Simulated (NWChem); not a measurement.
# CH3ClOSi (SMILES CO[Si]Cl) at 4 levels

Wanted: a comparison of 4 runs (HF/def2-SVP, PBE0/def2-SVP, TPSSh/6-31G**, CCSD(T)/def2-SVP) of CH3ClOSi. 

The calculation is run with NWChem 7.3.0.

**1. The molecule**

CH3ClOSi: 7 atoms, total charge 0, spin state singlet. SMILES: `CO[Si]Cl`. The shape is that of a PBE0-D4/def2-TZVP optimisation. This is one conformer, not always the lowest.

Bond lengths: C1–O2 1.413 Å, O2–Si3 1.624 Å, Si3–Cl4 2.116 Å, C1–H5 1.092 Å, C1–H6 1.091 Å, C1–H7 1.091 Å. Angles: C1–O2–Si3 136.9°, O2–Si3–Cl4 103.0°, O2–C1–H5 111.2°, O2–C1–H6 108.8°, O2–C1–H7 108.8°, H5–C1–H6 109.6°, H5–C1–H7 109.6°, H6–C1–H7 108.9°.

**2. Energy and gradient at HF/def2-SVP (run 1)**

The input, run.py:

```python
from ase import Atoms
from ase.calculators.nwchem import NWChem

mol = Atoms(['C', 'O', 'Si', 'Cl', 'H', 'H', 'H'], positions=[
    [0.358500, 0.753000, 0.161900],
    [0.325300, -0.536800, 0.737700],
    [-0.350800, -1.972000, 0.392500],
    [-1.396200, -1.586200, -1.406400],
    [-0.214900, 0.786500, -0.766400],
    [-0.058000, 1.466900, 0.874700],
    [1.397200, 1.020600, -0.039700],
])

calc = NWChem(
    label='ch3closi',
    theory='scf',
    memory='2200 mb',
    basis='def2-SVP',
    basispar='spherical bse',
    scf={'nopen': '0', 'rhf': None, 'thresh': '1e-08', 'maxiter': '80'},
)
mol.calc = calc

forces = mol.get_forces()
print("Total energy (eV):", round(mol.get_potential_energy(), 6))
print("forces (eV/A):")
for s, f in zip(mol.symbols, forces):
    print(f"{s:2s} {f[0]:10.5f} {f[1]:10.5f} {f[2]:10.5f}")
print("dipole (e A):", mol.get_dipole_moment().round(4))
```

Launch:

```sh
$ export ASE_NWCHEM_COMMAND="nwchem PREFIX.nwi > PREFIX.nwo"
$ python run.py
```

Output:

```text
Total energy (eV): -23473.549672
forces (eV/A):
C     0.06623   -0.13627    0.16872
O    -0.10567    0.42187   -0.37050
Si    0.11076   -0.29619    0.31517
Cl   -0.10696    0.06258   -0.19525
H     0.09811    0.01327    0.14825
H     0.04294   -0.05466   -0.07965
H    -0.10547   -0.01064    0.01322
dipole (e A): [0.1658 0.3292 0.0956]
```

The calculator wrote ch3closi.nwi:

```
title "ch3closi"

permanent_dir ch3closi

scratch_dir ch3closi

start ch3closi

geometry units angstrom nocenter noautosym noautoz
  C  3.5849999999999999e-01 7.5300000000000000e-01 1.6189999999999999e-01
  O  3.2529999999999998e-01 -5.3680000000000005e-01 7.3770000000000002e-01
  Si -3.5080000000000000e-01 -1.9720000000000000e+00 3.9250000000000002e-01
  Cl -1.3962000000000001e+00 -1.5862000000000001e+00 -1.4064000000000001e+00
  H  -2.1490000000000001e-01 7.8649999999999998e-01 -7.6639999999999997e-01
  H  -5.8000000000000003e-02 1.4669000000000001e+00 8.7470000000000003e-01
  H  1.3972000000000000e+00 1.0206000000000000e+00 -3.9699999999999999e-02
end

memory 2200 mb

basis spherical bse noprint
   * library def2-SVP
end

scf
  nopen 0
  rhf
  thresh 1e-08
  maxiter 80
end

task scf gradient
```

ch3closi.nwo:

```text
Northwest Computational Chemistry Package (NWChem) 7.3.0
             --------------------------------------------------------

           Job information
           ---------------

    nwchem branch   = 7.3.0
    use scalapack   = T
    input           = ch3closi.nwi
    prefix          = ch3closi.
    data base       = ch3closi/ch3closi.db
    status          = startup
    nproc           =        1

           Memory information
           ------------------

    heap     =     72089598 doubles =      550.0 Mbytes
    stack    =     72089595 doubles =      550.0 Mbytes
    global   =    144179200 doubles =     1100.0 Mbytes (distinct from heap & stack)
    total    =    288358393 doubles =     2200.0 Mbytes
    verify   = yes
    hardfail = no

           Directory information
           ---------------------

  0 permanent = ch3closi
  0 scratch   = ch3closi

                                NWChem Input Module
                                -------------------

                                     ch3closi
                                     --------

[... 127 lines left out ...]
 Convergence threshold     :          1.000E-08
[... 12 lines left out ...]
       Final RHF  results
[... 3 lines left out ...]
      One-electron energy =  -1592.067684179734
[... 1 line left out ...]
 Nuclear repulsion energy =    200.716999569303
[... 42 lines left out ...]
                       ROHF Final Molecular Orbital Analysis
[... 216 lines left out ...]
                              NWChem Gradients Module
                              -----------------------

                                     ch3closi

  wavefunction    =   RHF

                         RHF ENERGY GRADIENTS

    atom               coordinates                        gradient
                 x          y          z           x          y          z
   1 C       0.677467   1.422964   0.305947   -0.001288   0.002650  -0.003281
   2 O       0.614728  -1.014405   1.394051    0.002055  -0.008204   0.007205
   3 Si     -0.662916  -3.726540   0.741717   -0.002154   0.005760  -0.006129
   4 Cl     -2.638435  -2.997483  -2.657711    0.002080  -0.001217   0.003797
   5 H      -0.406102   1.486269  -1.448286   -0.001908  -0.000258  -0.002883
   6 H      -0.109604   2.772039   1.652943   -0.000835   0.001063   0.001549
   7 H       2.640325   1.928654  -0.075022    0.002051   0.000207  -0.000257

                 ----------------------------------------
                 |  Time  |  1-e(secs)   |  2-e(secs)   |
                 ----------------------------------------
                 |  CPU   |       0.01   |       4.57   |
                 ----------------------------------------
                 |  WALL  |       0.01   |       4.57   |
                 ----------------------------------------

 Task  times  cpu:       12.5s     wall:       12.5s
 Total times  cpu:       12.5s     wall:       12.5s
```

Wall time 14 s (1 thread of AMD EPYC 7R43 (Zen 3), shared host); peak memory 0.099 GiB.

**3. Energy and gradient at PBE0/def2-SVP (run 2)**

The input, mol.nw:

```
start mol
title "CH3ClOSi"
memory total 2200 mb
geometry units angstroms noautosym nocenter noautoz
  C      0.358500     0.753000     0.161900
  O      0.325300    -0.536800     0.737700
  Si    -0.350800    -1.972000     0.392500
  Cl    -1.396200    -1.586200    -1.406400
  H     -0.214900     0.786500    -0.766400
  H     -0.058000     1.466900     0.874700
  H      1.397200     1.020600    -0.039700
end
basis spherical bse
  * library def2-SVP
end
dft
  xc pbe0
  grid xfine
  convergence energy 1e-08
  maxiter 100
  mulliken
end
task dft gradient
```

Launch:

```sh
$ nwchem mol.nw > mol.out
```

Output:

```text
[...]
          Wavefunction type:  closed shell.
          No. of atoms     :     7
          No. of electrons :    48
[...]
          Charge           :     0
          Spin multiplicity:     1
[...]
          AO basis - number of functions:    79
[...]
              XC Information
              --------------
                         PBE0 Method XC Functional
                     Hartree-Fock (Exact) Exchange  0.250
          PerdewBurkeErnzerhof Exchange Functional  0.750
            Perdew 1991 LDA Correlation Functional  1.000 local
           PerdewBurkeErnz. Correlation Functional  1.000 non-local
[...]
 d= 0,ls=0.0,diis     1   -864.0894815989 -1.06D+03  1.34D-02  5.11D-01     2.8
[...]
 d= 0,ls=0.0,diis    10   -864.1520255604 -4.44D-10  2.95D-07  1.54D-09    25.7
         Total DFT energy =     -864.152025560418
      One electron energy =    -1592.519946161532
           Coulomb energy =      591.563488820379
    Exchange-Corr. energy =      -63.912567788569
 Nuclear repulsion energy =      200.716999569303
[...]
      Total Density - Mulliken Population Analysis
     ---------------------------------------------
    Atom       Charge   Shell Charges
 -----------   ------   -------------------------------------------------------
    1 C    6     5.87   1.99  0.89  0.15  2.06  0.73  0.05
    2 O    8     8.48   1.99  1.07  0.68  2.88  1.84  0.01
    3 Si  14    13.50   2.00  1.99  1.30  0.51  5.92  0.90  0.63  0.25
    4 Cl  17    17.32   2.00  1.99  1.25  0.72  5.93  2.13  3.28  0.02
    5 H    1     0.95   0.74  0.19  0.02
    6 H    1     0.95   0.75  0.17  0.02
    7 H    1     0.95   0.75  0.17  0.02
[...]
  wavefunction    = closed shell
                         DFT ENERGY GRADIENTS
    atom               coordinates                        gradient
                 x          y          z           x          y          z
   1 C       0.677467   1.422964   0.305947   -0.000337   0.008342  -0.004527
   2 O       0.614728  -1.014405   1.394051   -0.005042  -0.015694  -0.000151
   3 Si     -0.662916  -3.726540   0.741717    0.003989   0.015936  -0.001594
   4 Cl     -2.638435  -2.997483  -2.657711    0.001683  -0.001566   0.003373
   5 H      -0.406102   1.486269  -1.448286    0.003266  -0.000298   0.005300
   6 H      -0.109604   2.772039   1.652943    0.001924  -0.004503  -0.003530
   7 H       2.640325   1.928654  -0.075022   -0.005484  -0.002217   0.001130
[...]
```

It took 35 s on 1 thread of AMD EPYC 7R43 (Zen 3), shared host; peak memory 0.13 GiB.

Run 3 isn't shown in full; the table further down has it.

**4. A single-point energy at CCSD(T)/def2-SVP (run 4)**

The input, ch3closi.nw:

```
echo
start ch3closi
title "CH3ClOSi energy"
memory stack 880 mb heap 220 mb global 1100 mb
charge 0
geometry units angstrom noautosym nocenter noautoz
   C        0.358500       0.753000       0.161900
   O        0.325300      -0.536800       0.737700
   Si      -0.350800      -1.972000       0.392500
   Cl      -1.396200      -1.586200      -1.406400
   H       -0.214900       0.786500      -0.766400
   H       -0.058000       1.466900       0.874700
   H        1.397200       1.020600      -0.039700
end
basis spherical bse
   * library def2-SVP
end
scf
   singlet
   rhf
   thresh 1e-08
   maxiter 80
end
ccsd
   freeze core 12
   maxiter 60
end
task ccsd(t)
```

Launch:

```sh
$ nwchem ch3closi.nw > ch3closi.out
```

Output:

```text
[...]
  functions       =    79
[...]
  wavefunction    = RHF
[...]
         Total SCF energy =   -862.637046524783
      One-electron energy =  -1592.067684179524
      Two-electron energy =    528.713638085437
 Nuclear repulsion energy =    200.716999569303
        Time for solution =     10.1s
[...]
 Total MP2 energy:           -863.171991982324585
[...]
             energy      energy      error      ampl     ampl      Block
                                                time     time      time
[...]
 Total CCSD energy:           -863.213307566197614
[...]
 Total CCSD+T(CCSD) energy:           -863.229738293727337
[...]
 Total CCSD(T) energy:                -863.228640795292677
[...]
```

Run time: 1.8 min. Hardware: 1 thread of AMD EPYC 7R43 (Zen 3), shared host; peak memory 0.2 GiB.

**5. Overview of the runs**

| run | level | iteration cap | module | energy (Eh) | dipole moment (D) | HOMO energy (eV) | LUMO energy (eV) | wall time |
| --- | --- | --- | --- | --- | --- | --- | --- | --- |
| 1 | HF/def2-SVP | 80 | scf | -862.637047 | 1.83 | -9.77 | 1.51 | 14 s |
| 2 | PBE0/def2-SVP | 100 | dft | -864.152026 | 1.87 | -7.30 | -1.71 | 35 s |
| 3 | TPSSh/6-31G** (spherical functions) | 100 | dft | -864.873867 | 2.22 | – | – | 66 s |
| 4 | CCSD(T)/def2-SVP | 80 | ccsd(t) | -863.228641 | – | -9.77 | 1.51 | 1.8 min |

**6. Outcome**

| quantity | value |
| --- | --- |
| run 4: total energy | -863.22864 Eh |
| run 4: HOMO energy (Hartree–Fock orbitals) | -9.77 eV |
| run 4: LUMO energy (Hartree–Fock orbitals) | 1.51 eV |
| run 4: HOMO–LUMO gap (Hartree–Fock orbitals) | 11.28 eV |
| run 4: correlation energy (12 core orbitals frozen) | -591.6 mEh |
| run 4: (T) correction | -15.33 mEh |

What this shows: Over runs 1, 2, 3 the dipole moment (its size) runs from 1.83 D (HF/def2-SVP) to 2.22 D (TPSSh/6-31G**). The two ends differ in method and basis. Totals of different functionals can't be ranked against each other. All runs together took 3.7 min, the longest 1.8 min.
